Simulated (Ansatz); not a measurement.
**Li: stress in a strained cell**

Li is deformed so: equal xy, yz and zx engineering shear strains of -2 %. What stress and forces result, by LAPW, PAW and all-electron datasets made for the crystal?

Computed with Ansatz 0.2.0 (DFT LDA, scalar-relativistic, unless a step's input says otherwise).

## 1. Starting point

Symmetry: R-3m, No. 166, trigonal system. The conventional cell has a = 3.101 Å, b = 3.101 Å, c = 22.765 Å, α = 90.00°, β = 90.00°, γ = 120.00°. Around Li (site symmetry -3m) lie 12 Li at 3.10 Å. Li (site symmetry 3m) is surrounded by 12 Li at 3.09 to 3.10 Å.

Coordinates:

```
CELL_PARAMETERS angstrom
1.55050 0.89518 7.58830
-1.55050 0.89518 7.58830
0.00000 -1.79036 7.58830
ATOMIC_POSITIONS crystal
Li 0.00000 0.00000 0.00000
Li 0.22200 0.22200 0.22200
Li 0.77800 0.77800 0.77800
```

Atoms are numbered in the order of the input: Li1, Li2, Li3.

## 2. After the deformation

Space group R-3m before, P-1 after.

## 3. LAPW, all electrons

Input file input.yaml:

```yaml
crystal:
  lattice:
    - [1.4656641558, 0.8037930055, 7.5638432004]
    - [-1.6353337756, 0.8348029849, 7.5948531797]
    - [-0.0579793801, -1.8662449905, 7.6062036199]
  atoms:
    - { symbol: Li, position: [0.0, 0.0, 0.0] }
    - { symbol: Li, position: [0.222, 0.222, 0.222] }
    - { symbol: Li, position: [0.778, 0.778, 0.778] }
kpoints:
  mp_grid: { grid: [12, 12, 12] }
  band_path:
    path:
      - [0.0, 0.0, 0.0]
      - [0.0, 0.0, -0.5]
      - [0.5, 0.5, 0.5]
      - [0.0, 0.0, 0.0]
      - [0.0, -0.5, 0.0]
      - [0.5, 0.0, 0.0]
      - [0.0, 0.0, 0.0]
      - [0.5, 0.0, 0.5]
      - [0.0, -0.5, -0.5]
    npoints: 5
scf:
  occupations: { method: fermi_dirac, width: 0.08 }
hamiltonian:
  xc: lda
  pseudopotentials: { kind: all_electron, lapw: { basis_error: 0.001 } }
output:
  forces: true
  stress: true
  eigenvalues: true
```

Run with:

```sh
> ansatz run input.yaml --threads 1 --pin off --max-ram 4096MiB --backend cpu --events-out ev --progress --plain --runs-dir out
```

## 4. PAW on the default files

Input file input.yaml:

```yaml
crystal:
  lattice:
    - [1.4656641558, 0.8037930055, 7.5638432004]
    - [-1.6353337756, 0.8348029849, 7.5948531797]
    - [-0.0579793801, -1.8662449905, 7.6062036199]
  atoms:
    - { symbol: Li, position: [0.0, 0.0, 0.0] }
    - { symbol: Li, position: [0.222, 0.222, 0.222] }
    - { symbol: Li, position: [0.778, 0.778, 0.778] }
kpoints:
  mp_grid: { grid: [12, 12, 12] }
scf:
  occupations: { method: fermi_dirac, width: 0.08 }
hamiltonian:
  xc: lda
  pseudopotentials: { kind: paw }
output:
  forces: true
  stress: true
  eigenvalues: true
  efg: { contact_densities: true }
```

## 5. All-electron PAW on datasets made for the crystal

input.yaml, as its differences from that of step 4:

```diff
@@ -15,3 +15,3 @@
   xc: lda
-  pseudopotentials: { kind: paw }
+  pseudopotentials: { kind: all_electron, datasets: crystal }
 output:
```

(Steps that only read results are left out.)

What does the calculation give? Wanted: pressure; largest shear or deviatoric stress.

The runs gave:

| quantity | value |
| --- | --- |
| pressure | LAPW -1.30, PAW -1.31, crystal datasets -1.31 GPa |
| largest shear or deviatoric stress (LAPW) | 0.19 GPa |

The largest part of the stress beyond the pressure is 0.19 GPa in size, in the xy component; the atoms are carried along and not relaxed. No run of the undeformed cell stands beside it, so pressure and stress hold what the given cell had before the change, as far as its symmetry allows. PAW: stress within 0.02 GPa of LAPW. Crystal datasets: stress within 0.01 GPa of LAPW.
